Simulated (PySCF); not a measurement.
# [SmBr2]+: other functionals and bases at one geometry

How far do other levels of theory move the description of [SmBr2]+, and what does each cost? The structure is generated, not taken from experiment.

Method: several levels, as the steps say, no spin–orbit coupling; program: PySCF 2.14.0.

1 further run of the same task is left out (for a known fault of the program).

## Step 1: The starting structure

3 atoms, charge 1, spin multiplicity 1.

Bond lengths: Sm1–Br2 2.567 Å, Sm1–Br3 2.567 Å. Angles: Br2–Sm1–Br3 108.8°.

Coordinates:

```csv
atom,x (Å),y (Å),z (Å)
Sm1,0.0000,0.0000,-0.8166
Br2,2.0865,0.0000,0.6785
Br3,-2.0865,0.0000,0.6785
```

Formal oxidation states: Sm +3. Each metal's 5 4f electrons lie in its core potential, so multiplicities, spins and levels count the valence alone. An earlier session relaxed this geometry at PBE0, Sm lcecp-1-SVP with ECP51, Br def2-SVP (singlet, point group C2v).

At PBE0 on the finer grid: E = -5181.703075 Eh, HOMO -12.84 eV, LUMO -7.74 eV, Mulliken charge on Sm1 +1.28 e, largest force component 0.005 eV/Å. 

Levels to run: TPSS; B3LYP; PBE0, TZVP. Hardware: 2 threads of Arm Neoverse V2, shared host.

## Step 2: TPSS

Contents of run.py (the lines that set the calculation):

```python
mol = gto.M(atom='''
Sm     0.00000     0.00000    -0.81665
Br     2.08653     0.00000     0.67848
Br    -2.08653     0.00000     0.67848''',
    basis={'Sm': 'lcecp-1-SVP', 'Br': 'def2-SVP'},
    ecp={'Sm': 'lcecp-1-SVP'},
    charge=1, spin=0)
mf = dft.RKS(mol, xc='TPSS')
mf.grids.atom_grid = (75, 302)  # f atoms: unpruned, at least (60, 302)
mf = mf.density_fit()  # fitting sets: Sm AutoAux, Br def2-universal-JKFIT
mf.conv_tol = 1e-08; mf.max_cycle = 55
mf.kernel(dm0)  # dm0: the density of the relaxed state
```

Started as:

```bash
$ OMP_NUM_THREADS=2 python run.py
```

## Step 3: B3LYP

Edit run.py (the lines that set the calculation) of step 2 so:

```diff
@@ -7,3 +7,3 @@
     charge=1, spin=0)
-mf = dft.RKS(mol, xc='TPSS')
+mf = dft.RKS(mol, xc='B3LYP')
 mf.grids.atom_grid = (75, 302)  # f atoms: unpruned, at least (60, 302)
```

## Step 4: PBE0, TZVP

Basis: Sm lcecp-1-TZVP with ECP51, Br def2-TZVP. 

Contents of run.py (the lines that set the calculation):

```python
mol = gto.M(atom='''
Sm     0.00000     0.00000    -0.81665
Br     2.08653     0.00000     0.67848
Br    -2.08653     0.00000     0.67848''',
    basis={'Sm': 'lcecp-1-TZVP', 'Br': 'def2-TZVP'},
    ecp={'Sm': 'lcecp-1-TZVP'},
    charge=1, spin=0)
mf = dft.RKS(mol, xc='PBE0')
mf.grids.atom_grid = (75, 302)  # f atoms: unpruned, at least (60, 302)
mf = mf.density_fit()  # fitting sets: Sm AutoAux, Br def2-universal-JKFIT
mf.conv_tol = 1e-08; mf.max_cycle = 55
mf.kernel(dm0)  # dm0: free metal ions and neutral atoms
```

Q: Predict the outcome of this session. Wanted: for each run, HOMO; gap; charge on Sm1; dipole; largest force.

As calculated:

| level | state | HOMO (eV) | gap (eV) | charge on Sm1 (e) | dipole (D) | largest force (eV/Å) | basis functions | time |
| --- | --- | --- | --- | --- | --- | --- | --- | --- |
| PBE0 (relaxed here) | singlet | -12.84 | 5.11 | 1.28 | 7.61 | 0.01 | 97 | 10 s |
| TPSS | singlet | -11.76 | 3.51 | 1.25 | 7.33 | 0.35 | 97 | 5.4 s |
| B3LYP | singlet | -12.54 | 4.49 | 1.22 | 7.44 | 0.34 | 97 | 4 s |
| PBE0, TZVP | singlet | -12.79 | 5.15 | 1.54 | 7.49 | 0.06 | 143 | 9.4 s |

Times are on 2 threads of Arm Neoverse V2, shared host; the first row also made further properties. The dipole of a charged species depends on the origin, so these sizes hold for this origin alone.

In one basis the HOMO–LUMO gap runs from 3.51 eV (TPSS) to 5.11 eV (PBE0). The largest leftover force, 0.35 eV/Å with TPSS, stands at a geometry relaxed at another level. The Mulliken charge on Sm spans +1.22 to +1.54 e over the levels. With 4f in the core, its levels are missing from HOMO and gap. Total energies of different levels can't be compared. Spin–orbit coupling is left out throughout.
